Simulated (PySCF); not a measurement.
# Sn2Se: a ladder of methods

Aim: at the PBE0 minimum of triplet Sn2Se, found before, compare methods on energies and levels.

Computed with PySCF 2.14.0. Level: several methods, basis Se def2-SVP, Sn def2-SVP with ECP28, scalar-relativistic core potentials, no spin–orbit coupling, density fitting.

## (1) Where the work starts

3 atoms, charge 0, spin multiplicity 3.

Bond lengths: Se1–Sn2 2.488 Å, Se1–Sn3 2.488 Å. Angles: Sn2–Se1–Sn3 180.0°.

Z-matrix (Å, degrees; charge 0 multiplicity 3):
```
Se
Sn 1 2.4876
Sn 1 2.4876 2 180.00
```

## (2) PBE0

One driver script runs all steps and calls PySCF; scf.py shows the equivalent input of each level. Each SCF starts from the density of the minimum. The driver also runs the species with one electron less or more at the same geometry (one less: multiplicity 2, one more: multiplicity 2); their logs are not shown.

scf.py reads:

```python
from pyscf import gto, scf, dft
mol = gto.M(atom='''
Se     0.000000     0.000000     0.000000
Sn    -0.000000    -0.000000     2.487614
Sn     0.000000     0.000000    -2.487614''',
    basis={'Se': 'def2-SVP', 'Sn': 'def2-SVP'},
    ecp={'Sn': 'def2-SVP'},
    charge=0, spin=2)
mf = dft.UKS(mol, xc='PBE0')
mf.grids.atom_grid = (99, 590)
aux = {'Se': 'def2-universal-JKFIT', 'Sn': 'def2-universal-JKFIT'}
mf = mf.density_fit(auxbasis=aux)
mf.kernel()
```

Output:

```text
init E= -2829.6230553472
[... the frontier-level lines of each cycle are left out ...]
cycle= 1 E= -2829.62305534722  delta_E= -2.5e-11  |g|= 1.61e-05  |ddm|= 3.52e-05
Extra cycle  E= -2829.62305534678  delta_E= 4.41e-10  |g|= 3.06e-05  |ddm|= 6.09e-05
converged SCF energy = -2829.62305534678  <S^2> = 2.0676313  2S+1 = 3.0447537
```

This level, with the species of one electron less or more, needed 5.5 s of wall time on 4 threads, shared host.

```
energy                        : -2829.623055 Eh
one electron less (charge +1) : -2829.391611 Eh (doublet, ⟨S²⟩ 0.78)
one electron more (charge -1) : -2829.666599 Eh (doublet, ⟨S²⟩ 1.45)
Mulliken charge of Se1        : -0.36 e
```

## (3) HF

Edit scf.py of step 2 so:

```diff
@@ -9,2 +9 @@
-mf = dft.UKS(mol, xc='PBE0')
-mf.grids.atom_grid = (99, 590)
+mf = scf.UHF(mol)
```

Output:

```text
init E= -2826.25181236662
[... the frontier-level lines of each cycle are left out ...]
cycle= 1 E= -2826.27411340242  delta_E= -0.0223  |g|= 0.0558  |ddm|= 0.385
cycle= 2 E= -2826.2771677749  delta_E= -0.00305  |g|= 0.0256  |ddm|= 0.123
cycle= 3 E= -2826.27816680033  delta_E= -0.000999  |g|= 0.0149  |ddm|= 0.0445
cycle= 4 E= -2826.27911033395  delta_E= -0.000944  |g|= 0.00925  |ddm|= 0.0619
cycle= 5 E= -2826.27954176269  delta_E= -0.000431  |g|= 0.00407  |ddm|= 0.0539
cycle= 6 E= -2826.27962274127  delta_E= -8.1e-05  |g|= 0.00113  |ddm|= 0.0278
cycle= 7 E= -2826.27962666469  delta_E= -3.92e-06  |g|= 0.000239  |ddm|= 0.00661
cycle= 8 E= -2826.27962693503  delta_E= -2.7e-07  |g|= 0.000103  |ddm|= 0.00164
cycle= 9 E= -2826.2796269692  delta_E= -3.42e-08  |g|= 3.64e-05  |ddm|= 0.000578
cycle= 10 E= -2826.27962697361  delta_E= -4.42e-09  |g|= 1.31e-05  |ddm|= 0.000216
cycle= 11 E= -2826.27962697412  delta_E= -5.02e-10  |g|= 2.73e-06  |ddm|= 8.47e-05
Extra cycle  E= -2826.27962697413  delta_E= -1.27e-11  |g|= 1.76e-06  |ddm|= 7.41e-06
converged SCF energy = -2826.27962697413  <S^2> = 2.3691526  2S+1 = 3.2367592
```

This level, with the species of one electron less or more, took 2.5 s.

| Property | Result |
| --- | --- |
| energy | -2826.279627 Eh |
| one electron less (charge +1) | -2826.076641 Eh (doublet, ⟨S²⟩ 0.98) |
| one electron more (charge -1) | -2826.316634 Eh (doublet, ⟨S²⟩ 1.81) |
| Mulliken charge of Se1 | -0.40 e |

## (4) MP2

Edit scf.py of step 3 so:

```diff
@@ -12,0 +13,2 @@
+from pyscf.mp import dfump2
+dfump2.DFUMP2(mf, frozen=17).kernel()  # the driver gives MP2 a fitting basis of its own (RI)
```

Output:

```text
init E= -2826.25181236662
[... the frontier-level lines of each cycle are left out ...]
cycle= 1 E= -2826.27411340242  delta_E= -0.0223  |g|= 0.0558  |ddm|= 0.385
cycle= 2 E= -2826.2771677749  delta_E= -0.00305  |g|= 0.0256  |ddm|= 0.123
cycle= 3 E= -2826.27816680033  delta_E= -0.000999  |g|= 0.0149  |ddm|= 0.0445
cycle= 4 E= -2826.27911033395  delta_E= -0.000944  |g|= 0.00925  |ddm|= 0.0619
cycle= 5 E= -2826.27954176269  delta_E= -0.000431  |g|= 0.00407  |ddm|= 0.0539
cycle= 6 E= -2826.27962274127  delta_E= -8.1e-05  |g|= 0.00113  |ddm|= 0.0278
cycle= 7 E= -2826.27962666469  delta_E= -3.92e-06  |g|= 0.000239  |ddm|= 0.00661
cycle= 8 E= -2826.27962693503  delta_E= -2.7e-07  |g|= 0.000103  |ddm|= 0.00164
cycle= 9 E= -2826.2796269692  delta_E= -3.42e-08  |g|= 3.64e-05  |ddm|= 0.000578
cycle= 10 E= -2826.27962697361  delta_E= -4.41e-09  |g|= 1.31e-05  |ddm|= 0.000216
cycle= 11 E= -2826.27962697411  delta_E= -5.03e-10  |g|= 2.73e-06  |ddm|= 8.47e-05
Extra cycle  E= -2826.27962697413  delta_E= -1.41e-11  |g|= 1.76e-06  |ddm|= 7.41e-06
converged SCF energy = -2826.27962697413  <S^2> = 2.3691526  2S+1 = 3.2367592
```

This level, with the species of one electron less or more, took 3 s.

* energy: -2826.673664 Eh
* one electron less (charge +1): -2826.450115 Eh (doublet, ⟨S²⟩ 0.98)
* one electron more (charge -1): -2826.708605 Eh (doublet, ⟨S²⟩ 1.81)
* MP2 correlation in its own fitting basis (same spin, opposite spin): -0.39404 Eh (-0.13231, -0.26172)

## (5) PBE

Edit scf.py of step 4 so:

```diff
@@ -9 +9,2 @@
-mf = scf.UHF(mol)
+mf = dft.UKS(mol, xc='PBE')
+mf.grids.atom_grid = (99, 590)
@@ -13,2 +13,0 @@
-from pyscf.mp import dfump2
-dfump2.DFUMP2(mf, frozen=17).kernel()  # the driver gives MP2 a fitting basis of its own (RI)
```

Output:

```text
init E= -2829.54178870189
[... the frontier-level lines of each cycle are left out ...]
cycle= 1 E= -2829.54433005505  delta_E= -0.00254  |g|= 0.0454  |ddm|= 0.173
cycle= 2 E= -2829.54317403529  delta_E= 0.00116  |g|= 0.0619  |ddm|= 0.0874
cycle= 3 E= -2829.54417119356  delta_E= -0.000997  |g|= 0.0268  |ddm|= 0.0984
cycle= 4 E= -2829.54477259572  delta_E= -0.000601  |g|= 0.00288  |ddm|= 0.0434
cycle= 5 E= -2829.5447809337  delta_E= -8.34e-06  |g|= 0.00049  |ddm|= 0.00515
cycle= 6 E= -2829.54477432749  delta_E= 6.61e-06  |g|= 0.00229  |ddm|= 0.00577
cycle= 7 E= -2829.54478131438  delta_E= -6.99e-06  |g|= 8.95e-05  |ddm|= 0.00495
cycle= 8 E= -2829.54478132088  delta_E= -6.49e-09  |g|= 1.11e-05  |ddm|= 0.000238
cycle= 9 E= -2829.54478132094  delta_E= -6.73e-11  |g|= 3.02e-06  |ddm|= 2.87e-05
Extra cycle  E= -2829.54478132095  delta_E= -8.19e-12  |g|= 3.1e-06  |ddm|= 1.32e-05
converged SCF energy = -2829.54478132095  <S^2> = 2.0251452  2S+1 = 3.0167169
```

This level, with the species of one electron less or more, took 14 s.

* energy: -2829.544781 Eh
* one electron less (charge +1): -2829.312735 Eh (doublet, ⟨S²⟩ 0.76)
* one electron more (charge -1): -2829.585101 Eh (doublet, ⟨S²⟩ 0.86)
* Mulliken charge of Se1: -0.29 e

## (6) CCSD(T)

Edit scf.py of step 5 so:

```diff
@@ -9,2 +9 @@
-mf = dft.UKS(mol, xc='PBE')
-mf.grids.atom_grid = (99, 590)
+mf = scf.UHF(mol)
@@ -13,0 +13,3 @@
+from pyscf import cc
+mycc = cc.CCSD(mf, frozen=17).run()
+mycc.ccsd_t()
```

Output:

```text
init E= -2826.25181236662
[... the frontier-level lines of each cycle are left out ...]
cycle= 1 E= -2826.27411340243  delta_E= -0.0223  |g|= 0.0558  |ddm|= 0.385
cycle= 2 E= -2826.2771677749  delta_E= -0.00305  |g|= 0.0256  |ddm|= 0.123
cycle= 3 E= -2826.27816680033  delta_E= -0.000999  |g|= 0.0149  |ddm|= 0.0445
cycle= 4 E= -2826.27911033395  delta_E= -0.000944  |g|= 0.00925  |ddm|= 0.0619
cycle= 5 E= -2826.27954176269  delta_E= -0.000431  |g|= 0.00407  |ddm|= 0.0539
cycle= 6 E= -2826.27962274127  delta_E= -8.1e-05  |g|= 0.00113  |ddm|= 0.0278
cycle= 7 E= -2826.27962666469  delta_E= -3.92e-06  |g|= 0.000239  |ddm|= 0.00661
cycle= 8 E= -2826.27962693503  delta_E= -2.7e-07  |g|= 0.000103  |ddm|= 0.00164
cycle= 9 E= -2826.2796269692  delta_E= -3.42e-08  |g|= 3.64e-05  |ddm|= 0.000578
cycle= 10 E= -2826.27962697361  delta_E= -4.41e-09  |g|= 1.31e-05  |ddm|= 0.000216
cycle= 11 E= -2826.27962697411  delta_E= -5.03e-10  |g|= 2.73e-06  |ddm|= 8.47e-05
Extra cycle  E= -2826.27962697413  delta_E= -1.46e-11  |g|= 1.76e-06  |ddm|= 7.41e-06
converged SCF energy = -2826.27962697413  <S^2> = 2.3691526  2S+1 = 3.2367592
CCSD nocc = (np.int64(23), np.int64(21)), nmo = (67, 67)
Init t2, MP2 energy = -0.394030783571762
UCCSD converged
E(UCCSD) = -2826.694850925481  E_corr = -0.4152239513531354
UCCSD(T) correction = -0.0204808922691579
```

This level needed 79 s of wall time on 4 threads, shared host.

* energy: -2826.715332 Eh
* MP2 correlation in its own fitting basis (same spin, opposite spin): -0.39404 Eh (-0.13231, -0.26172)
* CCSD, (T): -0.41522, -0.02048 Eh; T1 0.025, D1 0.111

Left undone: coupled cluster skipped for cost (one electron less); coupled cluster skipped for cost (one electron more).

## (7) r2SCAN

Edit scf.py of step 6 so:

```diff
@@ -9 +9,2 @@
-mf = scf.UHF(mol)
+mf = dft.UKS(mol, xc='R2SCAN')
+mf.grids.atom_grid = (99, 590)
@@ -13,3 +13,0 @@
-from pyscf import cc
-mycc = cc.CCSD(mf, frozen=17).run()
-mycc.ccsd_t()
```

Output:

```text
init E= -2830.05628877041
[... the frontier-level lines of each cycle are left out ...]
cycle= 1 E= -2830.05767364472  delta_E= -0.00138  |g|= 0.0105  |ddm|= 0.127
cycle= 2 E= -2830.05756459791  delta_E= 0.000109  |g|= 0.0157  |ddm|= 0.0301
cycle= 3 E= -2830.05769422781  delta_E= -0.00013  |g|= 0.00569  |ddm|= 0.0272
cycle= 4 E= -2830.05771900044  delta_E= -2.48e-05  |g|= 0.000651  |ddm|= 0.00881
cycle= 5 E= -2830.05771928087  delta_E= -2.8e-07  |g|= 0.000284  |ddm|= 0.00163
cycle= 6 E= -2830.05771883752  delta_E= 4.43e-07  |g|= 0.000642  |ddm|= 0.00195
cycle= 7 E= -2830.05771938616  delta_E= -5.49e-07  |g|= 1.86e-05  |ddm|= 0.00141
cycle= 8 E= -2830.05771938651  delta_E= -3.45e-10  |g|= 3.79e-06  |ddm|= 4.89e-05
Extra cycle  E= -2830.05771938651  delta_E= -7.28e-12  |g|= 2.93e-06  |ddm|= 1.34e-05
converged SCF energy = -2830.05771938651  <S^2> = 2.0638088  2S+1 = 3.0422418
```

This level, with the species of one electron less or more, took 19 s.

| Item | Value |
| --- | --- |
| energy | -2830.057719 Eh |
| one electron less (charge +1) | -2829.819945 Eh (doublet, ⟨S²⟩ 0.78) |
| one electron more (charge -1) | -2830.100877 Eh (doublet, ⟨S²⟩ 1.36) |
| Mulliken charge of Se1 | -0.34 e |

## (8) B3LYP

Edit scf.py of step 7 so:

```diff
@@ -9 +9 @@
-mf = dft.UKS(mol, xc='R2SCAN')
+mf = dft.UKS(mol, xc='B3LYP')
```

Output:

```text
init E= -2830.07570497484
[... the frontier-level lines of each cycle are left out ...]
cycle= 1 E= -2830.07662110198  delta_E= -0.000916  |g|= 0.0132  |ddm|= 0.112
cycle= 2 E= -2830.07667345608  delta_E= -5.24e-05  |g|= 0.0076  |ddm|= 0.0184
cycle= 3 E= -2830.07668785972  delta_E= -1.44e-05  |g|= 0.00182  |ddm|= 0.00758
cycle= 4 E= -2830.07669063811  delta_E= -2.78e-06  |g|= 0.00137  |ddm|= 0.00443
cycle= 5 E= -2830.07669299251  delta_E= -2.35e-06  |g|= 0.000245  |ddm|= 0.0034
cycle= 6 E= -2830.0766930989  delta_E= -1.06e-07  |g|= 0.000164  |ddm|= 0.00115
cycle= 7 E= -2830.07669307308  delta_E= 2.58e-08  |g|= 0.00022  |ddm|= 0.000774
cycle= 8 E= -2830.07669313489  delta_E= -6.18e-08  |g|= 1.03e-05  |ddm|= 0.00046
cycle= 9 E= -2830.076693135  delta_E= -1.06e-10  |g|= 4.21e-06  |ddm|= 2.71e-05
Extra cycle  E= -2830.07669313498  delta_E= 2.27e-11  |g|= 6.9e-06  |ddm|= 1.71e-05
converged SCF energy = -2830.07669313498  <S^2> = 2.041068  2S+1 = 3.0272549
```

This level, with the species of one electron less or more, took 11 s.

| Property | Result |
| --- | --- |
| energy | -2830.076693 Eh |
| one electron less (charge +1) | -2829.847190 Eh (doublet, ⟨S²⟩ 0.77) |
| one electron more (charge -1) | -2830.118403 Eh (doublet, ⟨S²⟩ 1.27) |
| Mulliken charge of Se1 | -0.31 e |

## (9) TPSSh

Edit scf.py of step 8 so:

```diff
@@ -9 +9 @@
-mf = dft.UKS(mol, xc='B3LYP')
+mf = dft.UKS(mol, xc='TPSSH')
```

Output:

```text
init E= -2829.68080986174
[... the frontier-level lines of each cycle are left out ...]
cycle= 1 E= -2829.68169112142  delta_E= -0.000881  |g|= 0.0352  |ddm|= 0.068
cycle= 2 E= -2829.6817380696  delta_E= -4.69e-05  |g|= 0.0296  |ddm|= 0.0446
cycle= 3 E= -2829.68186260022  delta_E= -0.000125  |g|= 0.00757  |ddm|= 0.0278
cycle= 4 E= -2829.68190373772  delta_E= -4.11e-05  |g|= 0.00145  |ddm|= 0.0125
cycle= 5 E= -2829.68190596784  delta_E= -2.23e-06  |g|= 0.000226  |ddm|= 0.00276
cycle= 6 E= -2829.68190588425  delta_E= 8.36e-08  |g|= 0.000427  |ddm|= 0.0015
cycle= 7 E= -2829.68190608116  delta_E= -1.97e-07  |g|= 0.000172  |ddm|= 0.00121
cycle= 8 E= -2829.68190611756  delta_E= -3.64e-08  |g|= 4.65e-06  |ddm|= 0.00037
cycle= 9 E= -2829.68190611759  delta_E= -2.55e-11  |g|= 6.52e-07  |ddm|= 1.59e-05
Extra cycle  E= -2829.68190611758  delta_E= 1.09e-11  |g|= 1.16e-06  |ddm|= 2.53e-06
converged SCF energy = -2829.68190611758  <S^2> = 2.0450695  2S+1 = 3.0298973
```

This level, with the species of one electron less or more, took 19 s.

```
energy                        : -2829.681906 Eh
one electron less (charge +1) : -2829.450329 Eh (doublet, ⟨S²⟩ 0.77)
one electron more (charge -1) : -2829.723622 Eh (doublet, ⟨S²⟩ 1.29)
Mulliken charge of Se1        : -0.36 e
```

## (10) CAM-B3LYP

Edit scf.py of step 9 so:

```diff
@@ -9 +9 @@
-mf = dft.UKS(mol, xc='TPSSH')
+mf = dft.UKS(mol, xc='CAMB3LYP')
```

Output:

```text
init E= -2829.96264873366
[... the frontier-level lines of each cycle are left out ...]
cycle= 1 E= -2829.96359113713  delta_E= -0.000942  |g|= 0.0181  |ddm|= 0.0787
cycle= 2 E= -2829.96369763569  delta_E= -0.000106  |g|= 0.0108  |ddm|= 0.0248
cycle= 3 E= -2829.96372936983  delta_E= -3.17e-05  |g|= 0.00156  |ddm|= 0.00806
cycle= 4 E= -2829.96374302349  delta_E= -1.37e-05  |g|= 0.000785  |ddm|= 0.0084
cycle= 5 E= -2829.96374558252  delta_E= -2.56e-06  |g|= 0.000511  |ddm|= 0.00437
cycle= 6 E= -2829.96374591817  delta_E= -3.36e-07  |g|= 0.000224  |ddm|= 0.00126
cycle= 7 E= -2829.96374598549  delta_E= -6.73e-08  |g|= 2.52e-05  |ddm|= 0.000745
cycle= 8 E= -2829.96374598635  delta_E= -8.61e-10  |g|= 6.57e-06  |ddm|= 7.92e-05
Extra cycle  E= -2829.96374598637  delta_E= -2.09e-11  |g|= 6.7e-06  |ddm|= 2.39e-05
converged SCF energy = -2829.96374598637  <S^2> = 2.1026454  2S+1 = 3.0676671
```

This level, with the species of one electron less or more, needed 14 s of wall time on 4 threads, shared host.

```
energy                        : -2829.963746 Eh
one electron less (charge +1) : -2829.738093 Eh (doublet, ⟨S²⟩ 0.80)
one electron more (charge -1) : -2830.010177 Eh (doublet, ⟨S²⟩ 1.60)
Mulliken charge of Se1        : -0.30 e
```

## (11) M06-2X

Edit scf.py of step 10 so:

```diff
@@ -9 +9 @@
-mf = dft.UKS(mol, xc='CAMB3LYP')
+mf = dft.UKS(mol, xc='M062X')
```

Output:

```text
init E= -2829.77307219007
[... the frontier-level lines of each cycle are left out ...]
cycle= 1 E= -2829.78287604941  delta_E= -0.0098  |g|= 0.0617  |ddm|=  0.4
cycle= 2 E= -2829.78345134183  delta_E= -0.000575  |g|= 0.0394  |ddm|= 0.0682
cycle= 3 E= -2829.78370371362  delta_E= -0.000252  |g|= 0.00619  |ddm|= 0.025
cycle= 4 E= -2829.78374577652  delta_E= -4.21e-05  |g|= 0.00448  |ddm|= 0.0162
cycle= 5 E= -2829.78377283122  delta_E= -2.71e-05  |g|= 0.00112  |ddm|= 0.0104
cycle= 6 E= -2829.78377831139  delta_E= -5.48e-06  |g|= 0.000183  |ddm|= 0.0081
cycle= 7 E= -2829.78377837836  delta_E= -6.7e-08  |g|= 8.15e-05  |ddm|= 0.000766
cycle= 8 E= -2829.78377838998  delta_E= -1.16e-08  |g|= 3.46e-05  |ddm|= 0.000297
cycle= 9 E= -2829.783778393  delta_E= -3.02e-09  |g|= 2.98e-05  |ddm|= 0.000203
cycle= 10 E= -2829.78377839415  delta_E= -1.15e-09  |g|= 7.18e-06  |ddm|= 7.86e-05
cycle= 11 E= -2829.78377839425  delta_E= -9.87e-11  |g|= 8.92e-07  |ddm|= 3.15e-05
Extra cycle  E= -2829.78377839426  delta_E= -6.82e-12  |g|= 4.96e-07  |ddm|= 2.82e-06
converged SCF energy = -2829.78377839426  <S^2> = 2.1347987  2S+1 = 3.0885587
```

This level, with the species of one electron less or more, took 24 s.

- energy: -2829.783778 Eh
- one electron less (charge +1): -2829.559846 Eh (doublet, ⟨S²⟩ 0.82)
- one electron more (charge -1): -2829.830465 Eh (doublet, ⟨S²⟩ 1.66)
- Mulliken charge of Se1: -0.43 e

## (12) Comparison of the levels

| level | atomisation energy (kJ/mol) | vertical ionisation energy (eV) | vertical electron affinity (eV) | −ε(HOMO) (eV) | gap (eV) | wall time |
| --- | --- | --- | --- | --- | --- | --- |
| PBE0 | 534 | 6.30 | 1.18 | 4.71 | 2.10 | 5.5 s |
| HF | 204 | 5.52 | 1.01 | 6.16 | 5.57 | 2.5 s |
| MP2 | – | 6.08 | 0.95 | – | – | 3 s |
| PBE | 595 | 6.31 | 1.10 | 4.07 | 0.90 | 14 s |
| CCSD(T) | – | – | – | – | – | 79 s |
| r2SCAN | – | 6.47 | 1.17 | 4.37 | 1.25 | 19 s |
| B3LYP | 530 | 6.25 | 1.13 | 4.46 | 1.71 | 11 s |
| TPSSh | 558 | 6.30 | 1.14 | 4.36 | 1.52 | 19 s |
| CAM-B3LYP | 480 | 6.14 | 1.26 | 5.40 | 3.56 | 14 s |
| M06-2X | 447 | 6.09 | 1.27 | 5.46 | 3.25 | 24 s |

Times are for 4 threads, shared host; PBE0 starts from its own converged density, so its time is not comparable. A dash stands where a species or a free atom was not run at that level, or the quantity is not defined.

Atomisation goes to high-spin atoms in their ground configurations, run at the same level, without zero-point energy.

## (13) Outcome

| quantity | value |
| --- | --- |
| atomisation energy, range | 204 (HF) to 595 (PBE) kJ/mol |
| vertical ionisation energy, range | 5.52 (HF) to 6.47 (r2SCAN) eV |
| vertical electron affinity, range | 0.95 (MP2) to 1.27 (M06-2X) eV |
| orbital gap, range | 0.90 (PBE) to 5.57 (HF) eV |
| T1, D1 | 0.025, 0.111 |

In words: The atomisation energy spreads over 391 kJ/mol, from HF to PBE; without a CCSD(T) value for it there is no yardstick here. Spin contamination is strong in at least one of the open-shell species at PBE0, HF, MP2, CCSD(T), r2SCAN, B3LYP, TPSSh, CAM-B3LYP, M06-2X. Without diffuse functions electron affinities tend to come out too low. Spin–orbit coupling, left out here, can matter for elements this heavy.
